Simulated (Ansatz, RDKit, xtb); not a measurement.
# C2H11NSi2: ranking a sample of isomers

A sample of isomers of C2H11NSi2 is drawn. Aim: find which of them has the lowest free energy at 298.15 K, then its properties. The sample is small against all isomers, and the most stable one of this formula need not be in it.

The funnel: GFN2-xTB relaxations, single points with a density functional, relaxations at r2SCAN-D4/def2-SVP, harmonic vibrations (at GFN2-xTB), and a last energy at a higher level. All values are calculated.

**1. Drawing up candidates**

Isomers were taken from a list of plausible structures; this is a sample, not all of them. That gives 5 candidates.

```tsv
label	SMILES	spin
c078	C[Si@@H]([SiH3])CN	singlet
c384	C[SiH2][C@@H](N)[SiH3]	singlet
c447	C[Si@@H](N)C[SiH3]	singlet
c809	C[Si](C)(N)[SiH3]	singlet
c998	NC[SiH2]C[SiH3]	singlet
```

Candidates are built by distance geometry, with a force field where one applies, in up to four conformers (letters a to d).

Q: Predict the outcome of this search (final energies at CCSD(T)/def2-SVP + MP2/def2-TZVPP - MP2/def2-SVP).

| quantity | value |
| --- | --- |
| lowest structure found | C[Si@@H](N)C[SiH3], singlet |
| next finalist | C[Si](C)(N)[SiH3], singlet, 3.2 kcal/mol higher in G |
| share at equilibrium, among the finalists | 99.6 % |

The lowest structure found is `C[Si@@H](N)C[SiH3]`. The margin of 3.2 kcal/mol over the next finalist is beyond the usual error of the last level; it says nothing of structures that weren't ranked. GFN2-xTB, r2SCAN-D4/def2-SVP, r2SCAN-D4/def2-SVP, relaxed, HF/def2-SVP and MP2/def2-SVP already put its bonding pattern lowest among the structures in one piece; HF/STO-3G favours the singlet C[Si](C)(N)[SiH3]. 5 minima inside the window were never screened. The search is not exhaustive (a finite list of starts, one conformer a finalist), so a lower isomer can't be ruled out. Only 5 drawn patterns were tried, so whole families of isomers are missing, and the result ranks this sample alone. The lowest isomer need not be the one that is made and kept in a bottle, which depends on barriers.
